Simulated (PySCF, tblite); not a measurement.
# C₇H₇Cl₂N: geometry, infrared bands and NMR shifts

Wanted: the infrared bands and NMR shifts of C₇H₇Cl₂N (`N#C[C@@]12CC[C@@H]1[C@H]2C(Cl)Cl`), by calculation.

The runs use tblite 0.8.0 and PySCF 2.14.0, with density-fitted response routines of our own; the level of theory stands in each step. All values are computed, except where a source is named. Atoms are numbered from 0 throughout.

## (1) Starting geometry

17 atoms, charge 0, multiplicity 1; geometry from: force field or distance geometry start.

Bonds of the start (Å): N0–C1 1.14, C1–C2 1.44, C2–C3 1.47, C3–C4 1.53, C4–C5 1.51, C5–C6 1.50, C6–C7 1.50, C7–Cl8 1.78, C7–Cl9 1.78, C5–C2 1.50, C6–C2 1.51, C3–H10 1.10, C3–H11 1.10, C4–H12 1.10, C4–H13 1.12, C5–H14 1.10, C6–H15 1.11, C7–H16 1.12.

## (2) Geometry optimisation with GFN2-xTB

The job: settings as JSON, then the geometry in Å.

```
{"job": {"kind": "relax", "xc": "GFN2-xTB", "basis": "xTB"}, "charge": 0, "multiplicity": 1}
N      1.498100     2.598700    -0.392000
C      1.040600     1.551200    -0.417400
C      0.475900     0.224400    -0.434300
C      1.177500    -0.945200    -0.985400
C      0.900800    -1.683400     0.328000
C      0.112400    -0.500100     0.824600
C     -0.975500     0.024000    -0.063400
C     -1.657400     1.258300     0.449300
Cl    -1.627700     2.510100    -0.811800
Cl    -3.327600     0.824700     0.871400
H      2.254900    -0.869400    -1.209500
H      0.601200    -1.405400    -1.807400
H      1.779500    -1.908400     0.941700
H      0.215800    -2.542100     0.109000
H      0.281100    -0.059600     1.821000
H     -1.598800    -0.721800    -0.608300
H     -1.158000     1.656100     1.374700
```

Started as:

```console
$ OMP_NUM_THREADS=1 python probes_run.py task.json out
```

The driver reads the jobs from task.json and runs them one after another.

**Question.** This job is followed by: GFN2-xTB harmonic vibrations, gas phase; GIAO PBE0/pcSseg-1 NMR shielding, non-relativistic, gas phase. What will the session give for the following? strongest single infrared mode (GFN2-xTB); zero-point energy (GFN2-xTB); ¹³C shifts against TMS (PBE0/pcSseg-1); ¹H shifts against TMS (PBE0/pcSseg-1); ¹⁵N shifts against NH3 (PBE0/pcSseg-1); ³⁵Cl shifts against HCl (PBE0/pcSseg-1).

**Answer**, as computed:

| quantity | value |
| --- | --- |
| strongest single infrared mode (GFN2-xTB) | 2383 cm⁻¹, 225 km/mol |
| zero-point energy (GFN2-xTB) | 76.7 kcal/mol |
| ¹³C shifts against TMS (PBE0/pcSseg-1) | 122.6, 86.2, 49.2, 34.8, 28.1, 22.7, 18.4 ppm |
| ¹H shifts against TMS (PBE0/pcSseg-1) | 5.18, 2.39, 2.24, 2.10, 1.87, 1.84, 1.45 ppm |
| ¹⁵N shifts against NH3 (PBE0/pcSseg-1) | 307.7 ppm |
| ³⁵Cl shifts against HCl (PBE0/pcSseg-1) | 305, 298 ppm |

**Reading.** Relaxing lowered the energy by 0.578 eV in 80 steps; the close pair that moved most is C2–C3, from 1.471 to 1.531 Å. All 45 modes are real, so the xTB geometry is a minimum. The strongest single mode, at 2383 cm⁻¹, moves mainly C1 and N0. GFN2-xTB is a fitted tight-binding method: band positions and strengths are rough. Its intensities can rank the bands wrongly. C7 stands next to heavy halogen, whose spin-orbit shielding this run leaves out, so the computed shift lies too far downfield, most of all for carbon beside Br or I. The most deshielded carbon is C1 (nitrile carbon), at 122.6 ppm: this is the usual window of a C≡N carbon, which has no attached hydrogen. H16 (hydrogen on an sp3 CH bonded to 2 Cl) lies farthest downfield among hydrogen, at 5.18 ppm; its carbon carries Cl, which withdraws density.
